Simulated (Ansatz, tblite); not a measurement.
# C11H21AuS: rung by rung

Aim: run the singlet of C11H21AuS at one geometry on many levels, and compare frontier levels, spin and run time.

Method: as each input shows; program: Ansatz 0.2.0, Gaussian basis.

Levels to be run: GFN1-xTB, GFN2-xTB, PBE-D4/def2-TZVP, r2SCAN-D4/def2-TZVP, PBE-D4/def2-SVP, PBE0-D4/def2-SVP, MP2/def2-SVP.

4 further runs of the same task are left out: 4 that didn't finish. Runs told in other sessions of the task aren't counted.

### 1 The relaxed structure

The singlet was relaxed beforehand with PBE-D4/def2-SVP.

34 atoms, charge 0, spin multiplicity 1.

Bond lengths: C1–C2 1.344 Å, C1–H14 1.102 Å, C1–H15 1.104 Å, C2–C3 1.504 Å, C2–H16 1.106 Å, C3–C4 1.543 Å, C3–H17 1.111 Å, C3–H18 1.115 Å, C4–C5 1.533 Å, C4–H19 1.113 Å, C4–H20 1.111 Å, C5–C6 1.535 Å, C5–H21 1.115 Å, C5–H22 1.111 Å, C6–C7 1.534 Å, C6–H23 1.113 Å, C6–H24 1.113 Å, C7–C8 1.535 Å and more. Angles: C2–C1–H14 121.7°, C2–C1–H15 121.4°, H14–C1–H15 116.9°, C1–C2–C3 125.0°, C1–C2–H16 118.5°, C3–C2–H16 116.5°, C2–C3–C4 114.3°, C2–C3–H17 109.2°, C2–C3–H18 109.2°, C4–C3–H17 109.1°, C4–C3–H18 108.3°, H17–C3–H18 106.4°, C3–C4–C5 114.7°, C3–C4–H19 108.9°, C3–C4–H20 108.1°, C5–C4–H19 109.2°, C5–C4–H20 109.6°, H19–C4–H20 106.1° and more.

Au takes a core potential in the def2 sets. No spin-orbit coupling is included.

PBE0-D4/def2-TZVP was run before; its log isn't repeated, and its numbers join the tables.

### 2 GFN1-xTB

Tight binding, by tblite at 300 K electronic temperature and without a spin-polarisation term:

```python
tblite.interface.Calculator('GFN1-xTB', numbers, positions, charge=0, uhf=0).singlepoint()
```

Energy -1148.7524 eV, HOMO -10.83 eV, LUMO -8.65 eV; 0.027 s.

### 3 GFN2-xTB

Tight binding, by tblite at 300 K electronic temperature and without a spin-polarisation term:

```python
tblite.interface.Calculator('GFN2-xTB', numbers, positions, charge=0, uhf=0).singlepoint()
```

Energy -1125.4200 eV, HOMO -9.47 eV, LUMO -6.68 eV; 0.018 s.

### 4 PBE-D4/def2-TZVP

start.molden holds the orbitals of an earlier run on this state, given as this run's starting guess.

in.yaml reads:

```yaml
crystal:
  periodic: [false, false, false]
  atoms:
    - {symbol: C, position_ang: [-5.772036, -0.616148, 0.599249]}
    - {symbol: C, position_ang: [-4.877676, 0.062175, -0.140760]}
    - {symbol: C, position_ang: [-3.918799, -0.558919, -1.119399]}
    - {symbol: C, position_ang: [-2.435774, -0.464614, -0.703846]}
    - {symbol: C, position_ang: [-1.887692, 0.964301, -0.609027]}
    - {symbol: C, position_ang: [-0.414442, 1.051763, -0.186481]}
    - {symbol: C, position_ang: [0.581622, 0.483407, -1.205553]}
    - {symbol: C, position_ang: [2.056532, 0.655985, -0.817793]}
    - {symbol: C, position_ang: [2.489754, -0.140318, 0.418566]}
    - {symbol: C, position_ang: [3.978278, 0.015751, 0.746614]}
    - {symbol: C, position_ang: [4.406636, -0.792715, 1.968548]}
    - {symbol: S, position_ang: [6.135365, -0.549444, 2.526164]}
    - {symbol: Au, position_ang: [7.375263, -1.270912, 0.763295]}
    - {symbol: H, position_ang: [-6.441805, -0.106122, 1.309800]}
    - {symbol: H, position_ang: [-5.870741, -1.713158, 0.519153]}
    - {symbol: H, position_ang: [-4.819447, 1.160357, -0.021567]}
    - {symbol: H, position_ang: [-4.188239, -1.626311, -1.266381]}
    - {symbol: H, position_ang: [-4.037104, -0.064600, -2.111261]}
    - {symbol: H, position_ang: [-2.303674, -0.973539, 0.277214]}
    - {symbol: H, position_ang: [-1.835308, -1.046782, -1.435614]}
    - {symbol: H, position_ang: [-2.021721, 1.474570, -1.590790]}
    - {symbol: H, position_ang: [-2.497156, 1.542870, 0.117906]}
    - {symbol: H, position_ang: [-0.293270, 0.535131, 0.791644]}
    - {symbol: H, position_ang: [-0.155598, 2.117278, 0.003071]}
    - {symbol: H, position_ang: [0.379117, -0.597816, -1.373845]}
    - {symbol: H, position_ang: [0.405853, 0.978276, -2.186576]}
    - {symbol: H, position_ang: [2.270242, 1.736170, -0.649739]}
    - {symbol: H, position_ang: [2.695532, 0.354592, -1.676908]}
    - {symbol: H, position_ang: [2.254306, -1.217655, 0.260251]}
    - {symbol: H, position_ang: [1.888406, 0.172097, 1.300830]}
    - {symbol: H, position_ang: [4.225791, 1.086305, 0.913469]}
    - {symbol: H, position_ang: [4.595127, -0.305993, -0.123456]}
    - {symbol: H, position_ang: [3.832417, -0.471354, 2.868403]}
    - {symbol: H, position_ang: [4.200233, -1.874610, 1.834800]}
basis:
  gaussian: {orbitals: def2-TZVP, initial_orbitals: start.molden}
hamiltonian: {xc: pbe, dispersion: d4}
scf: {omitted_lower_state_checks: [starts]}
output: {forces: true, orbitals: {seedname: orbitals}}
```

Launch:

```bash
ansatz run in.yaml --threads 4 --pin off --events-out ev --progress --plain --max-ram 6963MiB
```

Further steps of the session: r2SCAN-D4/def2-TZVP; PBE-D4/def2-SVP; PBE0-D4/def2-SVP; MP2/def2-SVP.

Q: Predict the results of all the runs planned. Wanted: gap in def2-TZVP, named functionals, smallest and largest; correlation energy, MP2/def2-SVP; binding an atom, functionals in def2-TZVP; PBE0 total energy, smallest basis above largest.

The runs gave:

```
                                                 quantity                                 value
gap in def2-TZVP, named functionals, smallest and largest   1.41 eV (PBE-D4), 3.32 eV (PBE0-D4)
                         correlation energy, MP2/def2-SVP                             -55.75 eV
                binding an atom, functionals in def2-TZVP  4.14 (r2SCAN-D4) to 4.22 eV (PBE-D4)
          PBE0 total energy, smallest basis above largest        16.15 eV (def2-SVP, def2-TZVP)
```

Orbital gaps of the named functionals in def2-TZVP span 1.41 eV (PBE-D4) to 3.32 eV (PBE0-D4); exact exchange widens it.
